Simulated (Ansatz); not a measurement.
# One shape, several levels: quartet SiClOF2

Aim: a comparison of 6 runs (UHF/def2-SVP, UB2PLYP/def2-SVP, UBHLYP/def2-SVP, UHSE06/def2-SVP, UPBE-QIDH/def2-SVP, USVWN5/def2-SVP) of quartet SiClOF2. 

The calculation is run with Ansatz 0.2.0.

70 further runs of the same task are left out: 2 that didn't finish, 68 set aside as unsound or not needed. Runs told in other sessions of the task aren't counted.

## 1. Starting point

SiClOF2 has 5 atoms, charge 0, and is taken as a quartet. As SMILES of the parent species, `[O][Si](F)(F)Cl`. Geometry: relaxed at PBE0-D4/def2-TZVP. That shape belongs to the parent species and isn't relaxed for this state.

Bond lengths: O1–Si2 1.641 Å, Si2–F3 1.569 Å, Si2–F4 1.569 Å, Si2–Cl5 2.005 Å. Angles: O1–Si2–F3 112.3°, O1–Si2–F4 112.3°, O1–Si2–Cl5 102.8°, F3–Si2–F4 106.3°, F3–Si2–Cl5 111.7°, F4–Si2–Cl5 111.7°.

## 2. A single-point energy at UHF/def2-SVP (run 1)

Contents of molecule.yaml:

```yaml
crystal:
  periodic: [false, false, false]
  atoms:
    - {symbol: O, position_ang: [-0.173100, 0.048700, 1.622400]}
    - {symbol: Si, position_ang: [0.071000, -0.092200, 0.005600]}
    - {symbol: F, position_ang: [-0.374600, -1.493300, -0.542700]}
    - {symbol: F, position_ang: [1.581700, 0.074400, -0.383900]}
    - {symbol: Cl, position_ang: [-1.055100, 1.388700, -0.742800]}
basis:
  gaussian:
    orbitals: def2-SVP
output: {orbitals: {seedname: orbitals}}
accuracy: high
magnetization:
  spin_polarized: true
  initial_magnetization: 3
hamiltonian:
  xc: hf
```

On the command line:

```bash
$ ansatz run molecule.yaml --threads 1 --pin off --max-ram 2610MiB --events-out events.jsonl --progress --plain --runs-dir runs
```

The log of the run:

```text
Warning: RAYON_NUM_THREADS=1 ignored (pool sized by the plan → 1); use --threads N
Functional definition: HF
  name "HF"
  exchange = exact_x
  correlation = 0
1500 factors; integrals over basis functions are off by at most 3.6e-9 eV
mean field evaluation 1: about -27785.2459 eV, gradient 3.9e1 eV
mean field evaluation 2: about -27785.3495 eV, gradient 3.9e1 eV
mean field evaluation 4: about -27794.8306 eV, gradient 1.1e1 eV
mean field evaluation 8: about -27796.9319 eV, gradient 2.1e0 eV
mean field evaluation 16: about -27797.3336 eV, gradient 2.7e-1 eV
mean field evaluation 32: about -27791.9619 eV, gradient 2.3e1 eV
mean field evaluation 64: about -27796.9329 eV, gradient 1.6e0 eV
mean field evaluation 96: about -27796.0009 eV, gradient 4.5e0 eV
mean field evaluation 128: about -27797.0953 eV, gradient 3.8e-1 eV
mean field evaluation 160: about -27797.2408 eV, gradient 7.7e-2 eV
mean field evaluation 192: about -27796.8556 eV, gradient 1.7e0 eV
mean field evaluation 224: about -27794.9286 eV, gradient 1.5e0 eV
mean field evaluation 256: about -27796.7187 eV, gradient 3.3e0 eV
mean field evaluation 288: about -27795.5808 eV, gradient 4.9e0 eV
mean field evaluation 320: about -27795.3682 eV, gradient 6.4e-1 eV
mean field evaluation 352: about -27795.7203 eV, gradient 2.4e0 eV
mean field evaluation 384: about -27794.0559 eV, gradient 7.4e0 eV
mean field evaluation 416: about -27792.7430 eV, gradient 1.0e1 eV
mean field evaluation 448: about -27797.2284 eV, gradient 8.2e-2 eV
mean field evaluation 480: about -27788.9722 eV, gradient 1.0e1 eV
mean field -27797.34067154 eV, -1021.5334279649 hartree, gradient 2.5e-8 eV, S^2 3.762292; 3 other end points of the search recorded, 0 dependent functions left out
reference -27797.34067154 eV, -1021.5334279649 hartree; 30, 27 occupied and 48, 51 virtual orbitals, 1500 factors
Total energy: -27797.34067154 eV, -1021.5334279649 hartree
```

Wall time 23 s (1 thread of Intel Xeon Platinum 8259CL at 2.50GHz (Skylake/Cascade Lake), shared host); peak memory 0.4 GiB.

## 3. A single-point energy at UB2PLYP/def2-SVP (run 2)

Contents of run.yaml:

```yaml
crystal:
  periodic: [false, false, false]
  atoms:
    - {symbol: O, position_ang: [-0.173100, 0.048700, 1.622400]}
    - {symbol: Si, position_ang: [0.071000, -0.092200, 0.005600]}
    - {symbol: F, position_ang: [-0.374600, -1.493300, -0.542700]}
    - {symbol: F, position_ang: [1.581700, 0.074400, -0.383900]}
    - {symbol: Cl, position_ang: [-1.055100, 1.388700, -0.742800]}
basis:
  gaussian:
    orbitals: def2-SVP
magnetization:
  spin_polarized: true
  initial_magnetization: 3
hamiltonian:
  xc: {name: B2PLYP}
correlation:
  frozen_orbitals: {Cl: 5, F: 1, O: 1, Si: 5}
accuracy: high
output: {orbitals: {seedname: orbitals}}
```

On the command line:

```bash
$ ansatz run run.yaml --threads 1 --pin off --max-ram 2610MiB --events-out events.jsonl --progress --plain --runs-dir runs
```

The log of the run, shortened:

```text
Warning: RAYON_NUM_THREADS=1 ignored (pool sized by the plan → 1); use --threads N
Functional definition: B2PLYP
  name "B2PLYP"
[...]
1500 factors; integrals over basis functions are off by at most 3.6e-9 eV
[...]
mean field -27843.31932437 eV, -1023.2231122909 hartree, gradient 2.7e-8 eV, S^2 3.763590; 8 other end points of the search recorded, 0 dependent functions left out
13 core orbitals not correlated: weight in the atoms' cores, before any rotation towards them, 1.000 or more for the frozen orbitals, at most 0.000 for the correlated occupied ones
reference -27843.31934684 eV, -1023.2231131167 hartree; 17, 14 occupied and 48, 51 virtual orbitals, 1500 factors
second order -24.11306792 eV of doubles, -0.00000000 eV of singles
Total energy: -27849.82987518 eV, -1023.4623706201 hartree
```

It took 47 s on 1 thread of Intel Xeon Platinum 8259CL at 2.50GHz (Skylake/Cascade Lake), shared host; peak memory 0.51 GiB.

Runs 3 to 4 aren't shown in full; the table further down has their settings and results.

## 4. A single-point energy at UPBE-QIDH/def2-SVP (run 5)

Contents of input.yaml:

```yaml
crystal:
  periodic: [false, false, false]
  atoms:
    - {symbol: O, position_ang: [-0.173100, 0.048700, 1.622400]}
    - {symbol: Si, position_ang: [0.071000, -0.092200, 0.005600]}
    - {symbol: F, position_ang: [-0.374600, -1.493300, -0.542700]}
    - {symbol: F, position_ang: [1.581700, 0.074400, -0.383900]}
    - {symbol: Cl, position_ang: [-1.055100, 1.388700, -0.742800]}
basis:
  gaussian: {orbitals: def2-SVP}
magnetization: {spin_polarized: true, initial_magnetization: 3}
hamiltonian: {xc: {name: PBE-QIDH}}
correlation: {frozen_orbitals: {Cl: 5, F: 1, O: 1, Si: 5}}
accuracy: high
output: {orbitals: {seedname: orbitals}}
```

On the command line:

```bash
$ ansatz run input.yaml --threads 1 --pin off --max-ram 2610MiB --events-out events.jsonl --progress --plain --runs-dir runs
```

The log of the run, shortened:

```text
Warning: RAYON_NUM_THREADS=1 ignored (pool sized by the plan → 1); use --threads N
Functional definition: PBE-QIDH
  name "PBE-QIDH"
[...]
1500 factors; integrals over basis functions are off by at most 3.6e-9 eV
[...]
mean field -27832.46868670 eV, -1022.8243587113 hartree, gradient 2.4e-8 eV, S^2 3.762054; 14 other end points of the search recorded, 0 dependent functions left out
13 core orbitals not correlated: weight in the atoms' cores, before any rotation towards them, 1.000 or more for the frozen orbitals, at most 0.000 for the correlated occupied ones
reference -27832.46868782 eV, -1022.8243587526 hartree; 17, 14 occupied and 48, 51 virtual orbitals, 1500 factors
second order -21.95362349 eV of doubles, -0.00000000 eV of singles
Total energy: -27839.78656232 eV, -1023.0932856801 hartree
```

Wall time 77 s (1 thread of Intel Xeon Platinum 8259CL at 2.50GHz (Skylake/Cascade Lake), shared host); peak memory 0.51 GiB.

## 5. A single-point energy at USVWN5/def2-SVP (run 6)

Contents of molecule.yaml:

```yaml
crystal:
  periodic: [false, false, false]
  atoms:
    - symbol: O
      position_ang: [-0.173100, 0.048700, 1.622400]
    - symbol: Si
      position_ang: [0.071000, -0.092200, 0.005600]
    - symbol: F
      position_ang: [-0.374600, -1.493300, -0.542700]
    - symbol: F
      position_ang: [1.581700, 0.074400, -0.383900]
    - symbol: Cl
      position_ang: [-1.055100, 1.388700, -0.742800]
basis:
  gaussian: {orbitals: def2-SVP}
magnetization: {spin_polarized: true, initial_magnetization: 3}
hamiltonian: {xc: {name: SVWN5}}
accuracy: high
output: {orbitals: {seedname: orbitals}}
```

On the command line:

```bash
$ ansatz run molecule.yaml --threads 1 --pin off --max-ram 2610MiB --events-out events.jsonl --progress --plain --runs-dir runs
```

The log of the run:

```text
Warning: RAYON_NUM_THREADS=1 ignored (pool sized by the plan → 1); use --threads N
Functional definition: SVWN5
  name "SVWN5"
  exchange = slater_x
  correlation = vwn5_c
1500 factors; integrals over basis functions are off by at most 3.6e-9 eV
mean field evaluation 1: about -27718.8400 eV, gradient 6.5e1 eV
mean field evaluation 2: about -27423.4133 eV, gradient 1.9e2 eV
mean field evaluation 4: about -27722.5411 eV, gradient 6.3e1 eV
mean field evaluation 8: about -27743.4424 eV, gradient 3.3e0 eV
mean field evaluation 16: about -27743.5075 eV, gradient 3.8e-2 eV
mean field evaluation 32: about -27738.1336 eV, gradient 2.5e1 eV
mean field evaluation 64: about -27741.4667 eV, gradient 7.1e0 eV
mean field evaluation 96: about -27743.3320 eV, gradient 1.5e0 eV
mean field -27743.50754578 eV, -1019.5550970827 hartree, gradient 2.9e-8 eV, S^2 3.753706; 8 other end points of the search recorded, 0 dependent functions left out
reference -27743.50754874 eV, -1019.5550971914 hartree; 30, 27 occupied and 48, 51 virtual orbitals, 1500 factors
Total energy: -27743.50754874 eV, -1019.5550971914 hartree
```

It took 9.3 s on 1 thread of Intel Xeon Platinum 8259CL at 2.50GHz (Skylake/Cascade Lake), shared host; peak memory 0.22 GiB.

## 6. Overview of the runs

| run | level | frozen core orbitals | energy (Eh) | HOMO energy (eV) | ⟨S²⟩ | wall time |
| --- | --- | --- | --- | --- | --- | --- |
| 1 | UHF/def2-SVP | – | -1021.533428 | -3.54 | 3.762 | 23 s |
| 2 | UB2PLYP/def2-SVP | 13 | -1023.462371 | -2.01 | 3.764 | 47 s |
| 3 | UBHLYP/def2-SVP | – | -1023.835995 | -2.08 | 3.764 | 34 s |
| 4 | UHSE06/def2-SVP | – | -1023.388904 | -0.96 | 3.759 | 23 s |
| 5 | UPBE-QIDH/def2-SVP | 13 | -1023.093286 | -2.88 | 3.762 | 77 s |
| 6 | USVWN5/def2-SVP | – | -1019.555097 | -0.71 | 3.754 | 9.3 s |

## 7. Outcome

| quantity | value |
| --- | --- |
| run 6: total energy | -1019.55510 Eh |
| run 6: HOMO energy (highest over α and β) | -0.71 eV |
| run 6: ⟨S²⟩ | 3.754 |

In words: Totals of different functionals can't be ranked against each other. All runs together took 3.6 min, the longest 77 s.
